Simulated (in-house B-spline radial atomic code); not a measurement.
# Pt⁷⁴⁺: excited configurations in jj coupling

How much energy does it take to promote electrons of Pt⁷⁴⁺ to other shells? Each configuration is solved by itself and compared with the reference.

The numbers are computed with in-house B-spline radial atomic code version 1 (Dirac-Hartree-Fock, average of configuration, Fermi nucleus, basis-set limit), except any that are marked as measured or tabulated.

### Step 1. Starting point

| Property | Result |
| --- | --- |
| element | platinum (Z = 78) |
| charge | +74 |
| electrons | 4 |
| configuration | 1s2 2s2 |
| Hamiltonian | Dirac-Coulomb |
| nucleus | Fermi, rms radius 5.427 fm |

Input settings:

```ini
Z = 78
electrons = 4.0
configuration = 1s2 2s2
hamiltonian = dirac
method = hf
spin_polarised = False
nucleus = fermi
rms_radius = 5.427
mass_number = 195
atomic_mass = 194.964794325
speed_of_light = 137.035999084
```

The reference is known from an earlier run: -8240.480389 hartree in all. Up to eight levels, counted from the top:

| orbital | occupation | energy (eV) | <r> (bohr) |
| --- | --- | --- | --- |
| 1s1/2 | 2 | -88316.4 | 0.01707 |
| 2s1/2 | 2 | -21890.0 | 0.06877 |

### Step 2. Configuration 1s2 2s1 3p-1

In configurations, a minus sign after the shell means j = l − 1/2 and a plus sign j = l + 1/2; the count of electrons follows.

Input settings:

```ini
Z = 78
electrons = 4.0
configuration = 1s2 2s1 3p-1
hamiltonian = dirac
method = hf
spin_polarised = False
nucleus = fermi
rms_radius = 5.427
mass_number = 195
atomic_mass = 194.964794325
speed_of_light = 137.035999084
```

### Step 3. Run with 1s2 2s1 5d-1

Settings: those of step 2 with these lines changed.

```diff
@@ -2,3 +2,3 @@
 electrons = 4.0
-configuration = 1s2 2s1 3p-1
+configuration = 1s2 2s1 5d-1
 hamiltonian = dirac
```

### Step 4. Run with 1s2 2s1 3d+1

Settings: those of step 3 with these lines changed.

```diff
@@ -2,3 +2,3 @@
 electrons = 4.0
-configuration = 1s2 2s1 5d-1
+configuration = 1s2 2s1 3d+1
 hamiltonian = dirac
```

### Step 5. 1s2 2s1 4s1

Settings: those of step 4 with these lines changed.

```diff
@@ -2,3 +2,3 @@
 electrons = 4.0
-configuration = 1s2 2s1 3d+1
+configuration = 1s2 2s1 4s1
 hamiltonian = dirac
```

### Step 6. Run with 1s2 2s1 6d+1

Settings: those of step 5 with these lines changed.

```diff
@@ -2,3 +2,3 @@
 electrons = 4.0
-configuration = 1s2 2s1 4s1
+configuration = 1s2 2s1 6d+1
 hamiltonian = dirac
```

Before running: How far above the reference does each configuration lie (order and size, in eV)?

The runs gave:

| net move | configuration | energy above the reference (eV) | with Breit, QED, recoil (eV) | largest <r> (bohr) |
| --- | --- | --- | --- | --- |
| 2s → 3p1/2 | 1s2 2s1 3p-1 | 12536.6 | 12501.1 | 0.149 |
| 2s → 3d5/2 | 1s2 2s1 3d+1 | 13295.9 | 13249.1 | 0.138 |
| 2s → 4s | 1s2 2s1 4s1 | 16694.6 | 16652.3 | 0.292 |
| 2s → 5d3/2 | 1s2 2s1 5d-1 | 18756.9 | 18709.7 | 0.447 |
| 2s → 6d5/2 | 1s2 2s1 6d+1 | 19738.9 | 19691.5 | 0.670 |

**Reading.** The lowest of them is 2s → 3p1/2 at 12536.6 eV and the highest 2s → 6d5/2 at 19738.9 eV. Two partly filled shells share a symmetry and can mix in the average, which may lower the energy, for: 2s → 4s. These are averages over configurations, without correlation, not spectroscopic levels.
